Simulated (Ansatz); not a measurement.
# CuO: the cost of one run

Program: Ansatz 0.2.0, Gaussian basis. Level of theory: def2-TZVPP, core rule «outside noble gas», up to 10 orbitals frozen. These are calculated values, not measurements.

To be run: UHF; CCSD(T) on ROHF; CCSD(T) on UHF; CCSDT(Q) on ROHF; CCSDT(Q) on UHF; CASSCF and NEVPT2, 17 electrons in 10 orbitals.

4 further runs of the same task are left out: 1 for a known fault of the program, 3 set aside as unsound or not needed.

## 1. The system

The geometry is a PBE0/def2-TZVP stationary point (not a proven minimum).

2 atoms, charge 0, spin multiplicity 2.

Atoms are counted from 1 here; the program's logs count them from 0.

Bond lengths: Cu1–O2 1.758 Å.

Coordinates:

```xyz
2
CuO
Cu    0.0000    0.0000    0.0000
O     0.0000    0.0000    1.7582
```

## 2. UHF

in.yaml reads:

```yaml
crystal:
  periodic: [false, false, false]
  atoms:
    - {symbol: Cu, position_ang: [0.000000, 0.000000, 0.000000]}
    - {symbol: O, position_ang: [0.000000, 0.000000, 1.758200]}
basis:
  gaussian: {orbitals: def2-TZVPP}
magnetization: {spin_polarized: true, initial_magnetization: 1}
hamiltonian: {xc: hf}
output: {orbitals: {seedname: orbitals}}
```

Started as:

```bash
$ ansatz run in.yaml --threads 1 --pin off --events-out ev --progress --plain --max-ram 4096MiB --backend cpu
```

**Question.** How long does this run take on 1 thread of AMD EPYC 7R13, shared host, and how much memory does it need?

About 23 s, with a peak of 0.28 GiB.
